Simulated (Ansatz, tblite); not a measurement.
# The cluster Cd₆S₅: a ladder of methods and basis sets

An exercise on one series of results from a longer session: the logs are not shown, and one member is left open.

Program: Ansatz 0.2.0, Gaussian basis. Level of theory: as each input shows. These are calculated values, not measurements.

The runs, in order: GFN1-xTB, GFN2-xTB, PBE-D4/def2-TZVP, r2SCAN-D4/def2-TZVP, BHLYP-D4/def2-TZVP, revPBE-D4/def2-TZVP, PBE-D4/def2-SVP, PBE0-D4/def2-SVP, MP2/def2-SVP, RPA/def2-SVP.

8 further runs of the same task are left out: 5 that didn't finish, 3 set aside as unsound or not needed. Runs told in other sessions of the task aren't counted.

**The geometry**

The singlet was relaxed beforehand with PBE-D4/def2-SVP. At that level it is the lowest of the isomers that a small search found.

11 atoms, charge 0, spin multiplicity 1.

Bond lengths: Cd1–S9 2.373 Å, Cd1–S10 2.383 Å, Cd2–Cd6 2.923 Å, Cd2–S9 2.581 Å, Cd2–S11 2.466 Å, Cd3–Cd5 3.188 Å, Cd3–S7 2.497 Å, Cd3–S9 2.742 Å, Cd3–S11 2.495 Å, Cd4–Cd5 3.325 Å, Cd4–S11 2.758 Å, S7–S8 2.127 Å, S8–S10 2.139 Å. Angles: S9–Cd1–S10 157.9°, Cd6–Cd2–S9 115.9°, Cd6–Cd2–S11 139.2°, S9–Cd2–S11 104.6°, Cd5–Cd3–S7 64.4°, Cd5–Cd3–S9 136.1°, Cd5–Cd3–S11 108.9°, S7–Cd3–S9 112.4°, S7–Cd3–S11 139.5°, S9–Cd3–S11 99.3°, Cd5–Cd4–S11 99.0°, Cd3–Cd5–Cd4 65.4°, Cd3–S7–S8 98.1°, S7–S8–S10 109.5°, Cd1–S9–Cd2 110.8°, Cd1–S9–Cd3 84.1°, Cd2–S9–Cd3 73.2°, Cd1–S10–S8 87.1° and more.

Cd takes a core potential in the def2 sets. No spin-orbit coupling is included.

PBE0-D4/def2-TZVP was run before; its log isn't repeated, and its numbers join the tables.

The first run:

Tight binding, by tblite at 300 K electronic temperature and without a spin-polarisation term:

```python
tblite.interface.Calculator('GFN1-xTB', numbers, positions, charge=0, uhf=0).singlepoint()
```

Tight binding, by tblite at 300 K electronic temperature and without a spin-polarisation term:

```python
tblite.interface.Calculator('GFN2-xTB', numbers, positions, charge=0, uhf=0).singlepoint()
```

start.molden holds the orbitals of an earlier run on this state, given as this run's starting guess.

Contents of in.yaml:

```yaml
crystal:
  periodic: [false, false, false]
  atoms:
    - {symbol: Cd, position_ang: [-2.523501, -0.667561, 0.769075]}
    - {symbol: Cd, position_ang: [0.558900, -2.326307, -1.324929]}
    - {symbol: Cd, position_ang: [0.787563, 0.230503, 0.544882]}
    - {symbol: Cd, position_ang: [3.813748, 1.615260, -0.599772]}
    - {symbol: Cd, position_ang: [2.444161, 2.260982, 2.359927]}
    - {symbol: Cd, position_ang: [-0.489294, -4.400500, -3.097097]}
    - {symbol: S, position_ang: [-0.456975, 2.255105, 1.312591]}
    - {symbol: S, position_ang: [-1.976532, 2.254685, -0.176284]}
    - {symbol: S, position_ang: [-0.627431, -2.082790, 0.953949]}
    - {symbol: S, position_ang: [-3.754158, 1.367207, 0.615813]}
    - {symbol: S, position_ang: [2.223510, -0.506584, -1.358166]}
basis:
  gaussian: {orbitals: def2-TZVP, initial_orbitals: start.molden}
hamiltonian: {xc: pbe, dispersion: d4}
scf: {omitted_lower_state_checks: [starts]}
output: {orbitals: {seedname: orbitals}}
```

Run with:

```sh
$ ansatz run in.yaml --threads 4 --pin off --events-out ev --progress --plain --max-ram 6963MiB
```

Among the steps run: PBE-D4/def2-TZVP; r2SCAN-D4/def2-TZVP; BHLYP-D4/def2-TZVP; revPBE-D4/def2-TZVP; PBE-D4/def2-SVP; PBE0-D4/def2-SVP; MP2/def2-SVP; RPA/def2-SVP.

One of the session's tables, all rows but one given; the rest of the session is left out.

It belongs to the step «Binding energy». 

| level | binding an atom (eV) |
| --- | --- |
| HF/def2-SVP | 0.677 |
| PBE-D4/def2-SVP | 1.697 |
| PBE-D4/def2-TZVP | 1.694 |
| revPBE-D4/def2-TZVP | 1.600 |
| r2SCAN-D4/def2-TZVP | 1.669 |
| PBE0-D4/def2-SVP | 1.611 |
| PBE0-D4/def2-TZVP | ? |
| BHLYP-D4/def2-TZVP | 1.415 |
| RPA/def2-SVP | 1.205 |
| MP2/def2-SVP | 1.413 |

Estimate the missing values for PBE0-D4/def2-TZVP.

As computed: binding an atom (eV): 1.620. In the column «binding an atom (eV)» it lies between PBE0-D4/def2-SVP (1.611) and r2SCAN-D4/def2-TZVP (1.669).

To keep in mind: Free atoms were run apart at each level; binding is atoms less cluster, divided by the number of atoms, without zero-point or spin-orbit terms.
